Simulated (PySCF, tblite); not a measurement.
# C3H12AlN: dynamics, then NMR shifts on frames

How do NMR shifts of C3H12AlN (`C[N+](C)(C)[AlH3-]`) change as the atoms move?

Programs: tblite 0.8.0 and PySCF 2.14.0, with density-fitted response routines of our own. Each step states its level of theory. These are calculated values for one molecule in the gas phase, unless marked as measured. Atoms are numbered from 0 throughout.

### Step 1. Starting geometry

17 atoms, charge 0, multiplicity 1; geometry from: GFN2-xTB.

Bonds of the start (Å): C0–N1 1.45, N1–C2 1.45, N1–C3 1.45, N1–Al4 2.05, C0–H5 1.09, C0–H6 1.09, C0–H7 1.09, C2–H8 1.09, C2–H9 1.10, C2–H10 1.09, C3–H11 1.09, C3–H12 1.09, C3–H13 1.09, Al4–H14 1.57, Al4–H15 1.57, Al4–H16 1.57.

### Step 2. A short Langevin run with GFN2-xTB

What the job is given:

```
{"job": {"kind": "md", "xc": "GFN2-xTB", "basis": "xTB", "temperature": 300, "steps": 2000, "every": 50, "frames": 5}, "charge": 0, "multiplicity": 1}
C     -0.503277    -0.823511     1.154382
N     -0.135839    -0.057176    -0.023743
C     -0.077344    -0.913546    -1.195684
C     -1.066712     1.037770    -0.234885
Al     1.726036     0.735994     0.286915
H     -1.494418    -1.277797     1.053406
H     -0.491976    -0.164097     2.021896
H      0.240259    -1.604168     1.313112
H      0.247885    -0.320572    -2.050216
H     -1.047720    -1.370629    -1.415901
H      0.662222    -1.695300    -1.024555
H     -2.086823     0.679122    -0.406717
H     -1.052561     1.687036     0.640086
H     -0.736980     1.620753    -1.094431
H      1.401362     1.595596     1.564410
H      2.520147    -0.607695     0.486520
H      1.888741     1.490251    -1.084504
```

Level: GFN2-xTB Langevin dynamics, gas phase.

The run is started by

```console
> OMP_NUM_THREADS=1 python probes_run.py task.json out
```

The driver reads the jobs from task.json and runs them one after another.

The log of the run:

```text
t/fs     T/K      E/eV
    0.0   259.0   -450.80326
   25.0   175.3   -450.29454
   50.0   211.9   -450.22584
   75.0   302.8   -450.25876
  100.0   301.7   -450.24520
  125.0   438.6   -450.38517
  150.0   266.9   -450.12868
  175.0   339.3   -450.35807
  200.0   264.1   -450.07206
  225.0   238.2   -450.08048
  250.0   237.0   -450.17823
  275.0   320.1   -450.35478
  300.0   322.8   -450.24636
  325.0   324.8   -450.20607
  350.0   292.4   -450.16049
  375.0   366.0   -450.19364
  400.0   331.0   -449.97374
  425.0   428.4   -450.28304
  450.0   279.2   -450.10798
  475.0   336.0   -450.16511
  500.0   382.6   -450.11424
  525.0   407.5   -450.21813
  550.0   310.8   -450.02384
  575.0   340.4   -450.08004
  600.0   309.5   -450.02838
  625.0   250.1   -450.14190
  650.0   245.8   -450.23777
  675.0   304.6   -450.39343
  700.0   220.7   -450.19883
  725.0   251.4   -450.33609
  750.0   247.4   -450.46365
  775.0   232.9   -450.40086
  800.0   223.6   -450.14395
  825.0   282.3   -450.23323
  850.0   317.6   -450.21073
  875.0   286.9   -450.16977
  900.0   396.5   -450.07906
  925.0   298.9   -449.94770
  950.0   350.8   -450.27511
  975.0   294.0   -450.07480
 1000.0   338.0   -450.15336
```

It took 11 s on 1 thread of AMD EPYC 7B13, shared host; peak memory 0.18 GiB.

Distance from the start (root mean square after alignment): 0 fs 0.00 Å, 200 fs 0.19 Å, 400 fs 0.73 Å, 600 fs 1.32 Å, 800 fs 1.13 Å, 1000 fs 1.09 Å.

Positions (Å) and forces (eV/Å) at 1000 fs:

```xyz
17

C    -1.308    1.210    2.066    0.803    0.081    0.651
N    -1.119    0.763    0.725    1.889   -0.392   -2.458
C    -0.480   -0.574    0.604    0.548    0.503    0.470
C    -2.284    0.698   -0.128   -0.075   -1.245   -1.281
Al    0.332    2.217    0.241   -0.192    0.458   -0.172
H    -1.935    0.502    2.552   -0.577   -0.479    1.040
H    -1.737    2.216    2.107   -0.054   -0.217   -0.254
H    -0.291    1.303    2.565   -1.121   -0.306   -0.448
H    -0.220   -0.915   -0.410   -0.871    0.541    0.025
H    -1.136   -1.268    1.110   -0.070   -0.647    0.034
H     0.511   -0.609    1.056   -0.026    0.376    0.616
H    -2.820   -0.265   -0.005   -0.130    0.378    0.467
H    -2.945    1.514    0.021   -0.453    0.717    0.169
H    -2.025    0.639   -1.233    0.218    0.538    1.176
H     1.305    2.074    1.482    0.136   -0.137   -0.192
H     0.917    2.072   -1.222   -0.124   -0.285    0.252
H    -0.776    3.338    0.397    0.097    0.117   -0.095
```

### Step 3. NMR shieldings: 250 fs, PBE0/pcSseg-1

What the job is given:

```
{"job": {"kind": "nmr", "xc": "PBE0", "basis": "pcSseg-1", "pop": false}, "charge": 0, "multiplicity": 1}
C     -0.538600    -0.610500     1.345900
N     -0.313900     0.054000     0.046800
C     -0.361100    -0.920200    -1.075700
C     -1.357000     1.012700    -0.299800
Al     1.484700     0.894600     0.276700
H     -1.427400    -1.282500     1.263700
H     -0.898000     0.187300     2.048800
H      0.382400    -1.052600     1.686500
H      0.121600    -0.413400    -1.927600
H     -1.445600    -1.065600    -1.359400
H      0.109400    -1.776300    -0.666400
H     -2.323600     0.638800    -0.184200
H     -1.361900     2.009800     0.209900
H     -1.224500     1.276300    -1.334700
H      1.093000     1.765600     1.590600
H      2.473700    -0.297500     0.704500
H      1.695800     1.502800    -1.198100
```

With the program's defaults for keys left out, this is: GIAO PBE0/pcSseg-1 NMR shielding, non-relativistic, gas phase.

The log of the run:

```text
coarse grid: 13384 points
cycle   1  E = -418.2732738842  dE =  1.487e-01  |g| = 2.698e-01  |ddm| = 3.276e+00
cycle   2  E = -418.2858950472  dE = -1.262e-02  |g| = 2.144e-01  |ddm| = 5.001e-01
cycle   3  E = -418.2955191998  dE = -9.624e-03  |g| = 5.662e-02  |ddm| = 1.594e-01
cycle   4  E = -418.2960957598  dE = -5.766e-04  |g| = 1.832e-02  |ddm| = 4.815e-02
cycle   5  E = -418.2961658665  dE = -7.011e-05  |g| = 4.900e-03  |ddm| = 1.905e-02
cycle   6  E = -418.2961716931  dE = -5.827e-06  |g| = 9.507e-04  |ddm| = 4.887e-03
final grid: 120976 points
cycle   7  E = -418.3242912107  dE = -3.265e-05  |g| = 7.577e-03  |ddm| = 2.643e-02
cycle   8  E = -418.3242877129  dE =  3.498e-06  |g| = 8.431e-03  |ddm| = 1.250e-02
cycle   9  E = -418.3243057245  dE = -1.801e-05  |g| = 8.225e-04  |ddm| = 6.970e-03
cycle  10  E = -418.3243058527  dE = -1.282e-07  |g| = 2.176e-04  |ddm| = 6.542e-04
cycle  11  E = -418.3243058617  dE = -9.012e-09  |g| = 2.848e-05  |ddm| = 1.559e-04
cycle  12  E = -418.3243058618  dE = -1.622e-10  |g| = 6.392e-06  |ddm| = 3.421e-05
converged SCF energy = -418.3243058618

GIAO shielding tensors (ppm)
atom      isotropic    diamagn.    paramagn.     s11        s22        s33       span
  0 C      135.616     248.626    -113.011    110.474    113.703    182.671     72.197
  1 N      228.763     321.369     -92.607    199.647    235.097    251.544     51.897
  2 C      128.169     250.623    -122.454    101.466    106.044    176.996     75.529
  3 C      140.262     246.709    -106.447    103.056    128.769    188.961     85.906
  4 Al     413.108     796.332    -383.224    388.576    402.081    448.668     60.092
  5 H       28.971      30.114      -1.143     25.347     26.735     34.832      9.484
  6 H       28.012      30.023      -2.011     24.557     25.827     33.653      9.096
  7 H       28.104      30.637      -2.533     23.275     27.199     33.838     10.563
  8 H       27.898      30.979      -3.082     23.426     26.972     33.295      9.869
  9 H       28.658      30.520      -1.862     25.318     26.847     33.809      8.491
 10 H       29.400      32.021      -2.621     25.408     26.919     35.873     10.465
 11 H       30.860      32.359      -1.499     27.406     28.185     36.990      9.584
 12 H       28.372      29.344      -0.971     23.901     25.959     35.258     11.357
 13 H       29.693      31.574      -1.881     25.690     27.231     36.157     10.466
 14 H       27.216      30.684      -3.468     23.947     26.371     31.330      7.383
 15 H       27.141      30.448      -3.307     24.116     25.995     31.313      7.197
 16 H       27.316      30.618      -3.302     23.941     26.283     31.723      7.782
```

Wall time 17 s (1 thread of AMD EPYC 7B13, shared host); peak memory 0.73 GiB.

The references, computed at this level on geometries of the same kind, shield at (ppm): ¹H TMS 31.72, ¹³C TMS 186.9, ¹⁵N NH3 267.7, ²⁷Al AlH4- 490.0. Their shielding less the atom's gives the shift. The references are single molecules in the gas phase, so shifts against H2O, NH3, PH3, H3PO4 or CFCl3 are not on the usual liquid scales and can be off by tens of ppm. Shifts against hydride references such as AlH4− lie on their own scale. Each atom is listed at this fixed geometry, with no averaging over motion; a spectrum would average atoms that exchange fast.

| atoms | environment | σ (ppm) | δ (ppm) |
| --- | --- | --- | --- |
| C2 | methyl carbon bonded to N | 128.2 | 58.8 |
| C0 | methyl carbon bonded to N | 135.6 | 51.3 |
| C3 | methyl carbon bonded to N | 140.3 | 46.7 |
| H15 | hydrogen on an aluminium bonded to N | 27.14 | 4.58 |
| H14 | hydrogen on an aluminium bonded to N | 27.22 | 4.50 |
| H16 | hydrogen on an aluminium bonded to N | 27.32 | 4.40 |
| H8 | hydrogen on a methyl carbon bonded to N | 27.90 | 3.82 |
| H6 | hydrogen on a methyl carbon bonded to N | 28.01 | 3.70 |
| H7 | hydrogen on a methyl carbon bonded to N | 28.10 | 3.61 |
| H12 | hydrogen on a methyl carbon bonded to N | 28.37 | 3.34 |
| H9 | hydrogen on a methyl carbon bonded to N | 28.66 | 3.06 |
| H5 | hydrogen on a methyl carbon bonded to N | 28.97 | 2.75 |
| H10 | hydrogen on a methyl carbon bonded to N | 29.40 | 2.32 |
| H13 | hydrogen on a methyl carbon bonded to N | 29.69 | 2.02 |
| H11 | hydrogen on a methyl carbon bonded to N | 30.86 | 0.86 |
| N1 | donor nitrogen of a Lewis adduct | 228.8 | 39.0 |
| Al4 | aluminium bonded to N, 3 H | 413.1 | 76.9 |

### Step 4. Nuclear shieldings: 425 fs, PBE0/pcSseg-1

What the job is given:

```
{"job": {"kind": "nmr", "xc": "PBE0", "basis": "pcSseg-1", "pop": false}, "charge": 0, "multiplicity": 1}
C     -0.986000    -0.191400     1.531500
N     -0.397100     0.154600     0.286100
C     -0.087500    -1.049700    -0.479800
C     -1.264200     1.069900    -0.516700
Al     1.370100     1.196500     0.568500
H     -1.884300    -0.819100     1.525200
H     -1.182800     0.688400     2.121500
H     -0.192400    -0.639500     2.199400
H      0.299500    -0.709600    -1.462300
H     -0.961100    -1.614200    -0.642400
H      0.688300    -1.722700     0.016600
H     -2.102800     0.449800    -0.834000
H     -1.557700     1.808000     0.201000
H     -0.747400     1.549800    -1.341400
H      1.635000     0.829300     2.067400
H      2.331500     0.598700    -0.472500
H      0.682200     2.560100     0.233700
```

Level: GIAO PBE0/pcSseg-1 NMR shielding, non-relativistic, gas phase.

The log of the run:

```text
coarse grid: 13384 points
cycle   1  E = -418.2762777504  dE =  1.891e-01  |g| = 2.736e-01  |ddm| = 3.289e+00
cycle   2  E = -418.2885213810  dE = -1.224e-02  |g| = 2.187e-01  |ddm| = 4.992e-01
cycle   3  E = -418.2988937205  dE = -1.037e-02  |g| = 5.026e-02  |ddm| = 1.641e-01
cycle   4  E = -418.2993487293  dE = -4.550e-04  |g| = 1.724e-02  |ddm| = 4.416e-02
cycle   5  E = -418.2994083686  dE = -5.964e-05  |g| = 5.026e-03  |ddm| = 1.825e-02
cycle   6  E = -418.2994143651  dE = -5.997e-06  |g| = 9.938e-04  |ddm| = 4.972e-03
final grid: 120976 points
cycle   7  E = -418.3270224002  dE = -3.462e-05  |g| = 8.122e-03  |ddm| = 2.589e-02
cycle   8  E = -418.3270174447  dE =  4.955e-06  |g| = 9.228e-03  |ddm| = 1.376e-02
cycle   9  E = -418.3270390158  dE = -2.157e-05  |g| = 9.708e-04  |ddm| = 7.785e-03
cycle  10  E = -418.3270391981  dE = -1.823e-07  |g| = 2.033e-04  |ddm| = 7.303e-04
cycle  11  E = -418.3270392059  dE = -7.835e-09  |g| = 3.036e-05  |ddm| = 1.539e-04
cycle  12  E = -418.3270392061  dE = -1.882e-10  |g| = 7.069e-06  |ddm| = 3.942e-05
converged SCF energy = -418.3270392061

GIAO shielding tensors (ppm)
atom      isotropic    diamagn.    paramagn.     s11        s22        s33       span
  0 C      140.634     246.140    -105.506    117.805    122.686    181.411     63.605
  1 N      232.176     321.364     -89.187    201.514    243.277    251.738     50.224
  2 C      133.620     249.182    -115.563    109.267    116.386    175.206     65.939
  3 C      128.900     248.510    -119.610    107.354    109.519    169.827     62.473
  4 Al     387.716     796.823    -409.107    355.904    371.649    435.595     79.691
  5 H       29.556      29.618      -0.062     25.909     26.693     36.066     10.157
  6 H       29.391      30.698      -1.308     25.450     26.811     35.911     10.461
  7 H       27.711      29.505      -1.794     23.084     26.040     34.008     10.924
  8 H       28.494      31.238      -2.744     24.616     26.237     34.628     10.012
  9 H       30.511      32.723      -2.211     27.146     28.227     36.161      9.015
 10 H       27.814      29.767      -1.953     23.832     25.594     34.016     10.184
 11 H       29.655      30.656      -1.001     26.104     27.742     35.119      9.015
 12 H       29.335      31.599      -2.264     25.891     26.903     35.212      9.321
 13 H       28.470      30.673      -2.203     24.388     26.823     34.200      9.812
 14 H       27.629      31.302      -3.672     24.111     27.088     31.690      7.579
 15 H       27.731      31.300      -3.570     24.294     27.007     31.891      7.597
 16 H       27.704      31.550      -3.846     23.858     27.595     31.658      7.800
```

Run time: 13 s. Hardware: 1 thread of AMD EPYC 7B13, shared host; peak memory 0.72 GiB.

In short: δ C3 58.0, C2 53.3, C0 46.3, N1 35.6, H14 4.09, H16 4.01 ppm.

[end of part 1 of 2]
